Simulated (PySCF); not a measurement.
# Ag(OH)₃: structure of the triplet

Where does triplet Ag(OH)₃ go from a PBE0 minimum start, is the end point a minimum, and what are its modes, charges and moments?

Program: PySCF 2.14.0. Level of theory: PBE0, basis Ag def2-SVP with ECP28, O def2-SVP, H def2-SVP, scalar-relativistic core potentials, no spin–orbit coupling, density fitting. These are calculated values, not measurements.

**1. Where the work starts**

7 atoms, charge 0, spin multiplicity 3.

Bond lengths: Ag1–O2 1.987 Å, Ag1–O3 1.987 Å, Ag1–O4 1.987 Å, O2–H5 0.969 Å, O3–H6 0.969 Å, O4–H7 0.969 Å. Angles: O2–Ag1–O3 120.0°, O2–Ag1–O4 120.0°, O3–Ag1–O4 120.0°, Ag1–O2–H5 111.2°, Ag1–O3–H6 111.2°, Ag1–O4–H7 111.2°.

Coordinates in bohr (charge 0 multiplicity 3):
```
Ag    0.0000    0.0000   -0.0439
O     3.6927   -0.6810    0.0295
O    -1.2566    3.5385    0.0295
O    -2.4361   -2.8575    0.0295
H     4.3165   -0.7623    1.7484
H    -1.4980    4.1194    1.7484
H    -2.8185   -3.3570    1.7484
```

**2. Finding the electronic state**

One driver script runs all steps and calls PySCF; scf.py shows how it sets up the SCF of each step. The optimiser is the driver's own. After this first run the driver tries any further starts and a stability analysis.

Contents of scf.py:

```python
from pyscf import gto, scf, dft
mol = gto.M(atom='''
Ag     0.000000     0.000000    -0.023231
O      1.954093    -0.360383     0.015595
O     -0.664945     1.872486     0.015595
O     -1.289148    -1.512103     0.015595
H      2.284186    -0.403418     0.925198
H     -0.792722     2.179872     0.925198
H     -1.491463    -1.776454     0.925198''',
    basis={'Ag': 'def2-SVP', 'O': 'def2-SVP', 'H': 'def2-SVP'},
    ecp={'Ag': 'def2-SVP'},
    charge=0, spin=2)
mf = dft.UKS(mol, xc='PBE0')
mf.grids.atom_grid = (50, 194)
aux = {'Ag': 'def2-universal-JKFIT', 'O': 'def2-universal-JKFIT', 'H': 'def2-universal-JKFIT'}
mf = mf.density_fit(auxbasis=aux)
mf.conv_tol = 1e-08
mf.diis_space = 10
mf.max_cycle = 60
mf.init_guess = 'minao'
mf.verbose = 4
mf.kernel()
```

Launch:

```sh
OMP_NUM_THREADS=2 python axn.py task.json out
```

After this run come: PBE0 minimum start, triplet: relaxation; Is it a minimum? Harmonic modes.

What does the calculation give? Wanted: minimum; geometry; wavenumbers; dipole moment; highest occupied, lowest empty level; polar-tensor charge of Ag1; zero-point energy; atomisation energy; ⟨S²⟩.

As calculated:

| quantity | value |
| --- | --- |
| minimum | triplet, C3v |
| geometry | Ag–O 1.987 Å (×3), O–H 0.969 Å (×3); Ag–O–H 111.2° (×3), O–Ag–O 120.0° (×3) |
| wavenumbers (cm⁻¹) | 61 (e), 116 (a1), 214 (a2), 321 (e), 465 (a1), 496 (e), 759 (a1), 761 (e), 3836 (e), 3841 (a1) |
| dipole moment | 4.02 D |
| highest occupied, lowest empty level (either spin) | -7.96, -4.63 eV |
| polar-tensor charge of Ag1 | +0.52 e |
| zero-point energy | 97.8 kJ/mol |
| entropy at 298.15 K | 362.7 J/(mol K) |
| atomisation energy (no zero-point energy) | 1726 kJ/mol |
| ⟨S²⟩ | 2.022 |

In words: From C3 at the start the molecule goes to a C3v minimum. The strongest infrared band lies at 759 cm⁻¹ (a1). Only this shape and spin were tried, so other structures or states may lie lower. One determinant may miss the lowest occupation of an open d or f shell.
